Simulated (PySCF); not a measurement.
# CuH8O4 ([Cu(H2O)4]2+): the cost of one run

Computed with PySCF 2.14.0 and routines of our own; the level stands in each step. Atoms count from 0.

## 1. The system as given

13 atoms, charge 2, states of the metal's open shell are computed; geometry from: model start, shaken.

## 2. Optimising the geometry at PBE0-D3(BJ)/def2-TZVP

Job settings and geometry (Å):

```
{"job": {"xc": "PBE0", "basis": "def2-TZVP", "d3": "d3bj", "grid": 1, "maxiter": 45, "solvent": "water", "kind": "geom"}, "charge": 2, "metal": "Cu", "open_shell": "d9"}
Cu     0.000020     0.004480    -0.004110
O      1.956640    -0.006820    -0.014870
H      2.545900     0.795100    -0.007380
H      2.535690    -0.767650     0.005350
O     -1.968420    -0.013960    -0.000440
H     -2.534570     0.754840    -0.006860
H     -2.573520    -0.794340    -0.027630
O     -0.003530     1.950990     0.004070
H      0.002350     2.542200     0.737250
H     -0.008080     2.544270    -0.773300
O     -0.022950    -1.977170    -0.014680
H     -0.012130    -2.529090     0.762890
H     -0.000490    -2.531730    -0.783750
```

Started as:

```sh
> OMP_NUM_THREADS=1 python lf_run.py task.json out
```

The driver reads the jobs from task.json and runs them one after another.

Q: Estimate the wall time and peak memory of this first job on 1 thread of Arm Neoverse V1, shared host.

About 24 min, with a peak of 1.4 GiB.
